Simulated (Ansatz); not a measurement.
# MgS: the cost of one run

Computed with Ansatz 0.2.0 (DFT r²SCAN, frozen-core PAW, scalar-relativistic unless said, unless a step's input says otherwise).

## (1) Starting point

It takes space group Fm-3m (No. 225, cubic). Conventional cell: a = 5.203 Å, b = 5.203 Å, c = 5.203 Å, α = 90.00°, β = 90.00°, γ = 90.00°. Mg (site symmetry m-3m) has 6 S at 2.60 Å as nearest neighbours. Around S (site symmetry m-3m) lie 6 Mg at 2.60 Å.

As a file:

```cif
data_structure
_symmetry_space_group_name_H-M 'Fm-3m'
_symmetry_Int_Tables_number 225
_cell_length_a 5.2033
_cell_length_b 5.2033
_cell_length_c 5.2033
_cell_angle_alpha 90.000
_cell_angle_beta 90.000
_cell_angle_gamma 90.000
_cell_volume 140.88
loop_
_atom_site_label
_atom_site_type_symbol
_atom_site_symmetry_multiplicity
_atom_site_Wyckoff_symbol
_atom_site_fract_x
_atom_site_fract_y
_atom_site_fract_z
_atom_site_occupancy
Mg1 Mg 4 a 0.00000 0.00000 0.00000 1
S1 S 4 b 0.00000 0.50000 0.00000 1
```

Cartesian axes are those of the input's lattice vectors. The structure goes back to a database entry.

## (2) Cell and atoms relaxed, PAW

The input, input.yaml:

```yaml
crystal:
  lattice:
    - [2.60165, 2.60165, 0.0]
    - [-2.60165, 2.60165, 0.0]
    - [0.0, 2.60165, 2.60165]
  atoms:
    - { symbol: Mg, position: [0.0, 0.0, 0.0] }
    - { symbol: S, position: [0.5, 0.5, 0.0] }
kpoints:
  mp_grid: { grid: [12, 12, 12] }
scf:
  occupations: { method: fermi_dirac, width: 0.1 }
hamiltonian:
  xc: r2scan
  pseudopotentials: { kind: paw }
relax:
  f_tol: 0.002
  max_steps: 80
  cell: {}
output:
  forces: true
  stress: true
  write_density: true
  write_potential: true
  elf: true
  volumetric_format: npy
```

Started as:

```
ansatz run input.yaml --threads 1 --pin off --max-ram 3072MiB --backend cpu --events-out ev --progress --plain --runs-dir out
```

Q: Estimate wall time and peak memory on 1 thread of Intel Xeon 6975P-C (Granite Rapids), shared host.

About 4.2 s, with a peak of 0.45 GiB.
